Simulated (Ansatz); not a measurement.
## AlH₅OSSi, SMILES O[SiH]([AlH2])S: a rigid scan of one bond length, step by step

With the Ansatz DFT code, driven from Python.

The cells in order, each with its output:

In [1]:
```python
import ansatz as az
import numpy as np

geometry_ang = [
    ("O", (-1.7466, -0.575, 1.042)),
    ("Si", (-0.6722, -0.3732, -0.2559)),
    ("Al", (0.7539, 1.4388, 0.1675)),
    ("S", (0.5482, -2.1677, -0.4438)),
    ("H", (-1.239, -0.7319, 1.8099)),
    ("H", (-1.392, -0.1035, -1.5116)),
    ("H", (0.2246, 2.9126, 0.367)),
    ("H", (2.3974, 1.1989, 0.2885)),
    ("H", (1.2141, -1.6455, -1.4808)),
]
mol = az.Crystal.molecule()
for symbol, xyz in geometry_ang:
    mol = mol.atom(symbol, xyz)
```

In [2]:
```python
symbols = [site.symbol for site in mol.cartesian_sites]
start = np.array([site.position_ang for site in mol.cartesian_sites])
axis = (start[2] - start[1]) / np.linalg.norm(start[2] - start[1])
moving = [2, 6, 7]
lengths, energies = [1.99, 2.16, 2.34, 2.58, 2.93, 3.52, 4.22, 5.16], []
for length in lengths:
    xyz = start.copy()
    xyz[moving] += (length - np.linalg.norm(start[2] - start[1])) * axis
    point = az.Crystal.molecule()
    for symbol, xyz in zip(symbols, xyz):
        point = point.atom(symbol, xyz.tolist())
    base = point.calculation()
    base = base.basis(gaussian="6-31G*")
    base = base.functional("b3lyp")
    rep = base.run(threads=1).report
    energies.append(rep["free_energy_ev"])
    print(f"r = {length:6.3f} A  E = {energies[-1]:.5f} eV  <S^2> = {abs(rep['mean_field']['state']['spin_squared']):.3f}")
```
```text
r =  1.990 A  E = -27437.54846 eV  <S^2> = 0.000
r =  2.160 A  E = -27438.69912 eV  <S^2> = 0.000
r =  2.340 A  E = -27439.21970 eV  <S^2> = 0.000
r =  2.580 A  E = -27439.30367 eV  <S^2> = 0.000
r =  2.930 A  E = -27438.87778 eV  <S^2> = 0.000
r =  3.520 A  E = -27437.87215 eV  <S^2> = 0.000
r =  4.220 A  E = -27436.92461 eV  <S^2> = 0.000
r =  5.160 A  E = -27436.17136 eV  <S^2> = 0.000
```

In [3]:
```python
print("energy above the lowest point (eV):", [round(e - min(energies), 3) for e in energies])
```
```text
energy above the lowest point (eV): [1.755, 0.605, 0.084, 0.0, 0.426, 1.432, 2.379, 3.132]
```

Total energies depend on the basis set; only differences at equal settings carry meaning. The rest of the molecule is held rigid at a force-field or estimated start geometry, and the basis set is modest; single-reference methods fail as a bond breaks. b3lyp holds the VWN-RPA fit, as in Gaussian; the form of ORCA and Turbomole is b3lyp5. The orbitals are restricted, so S² is zero by construction. Toward dissociation an unrestricted state can lie under the restricted one, by tenths of an eV for polar bonds under a functional and by 1 to 2 eV or more for others. Finished in 20 s on 1 thread of Arm Neoverse V2 (shared host), peak memory 0.23 GiB.

(Lines on the test bed's own set-up are left out of the output.)
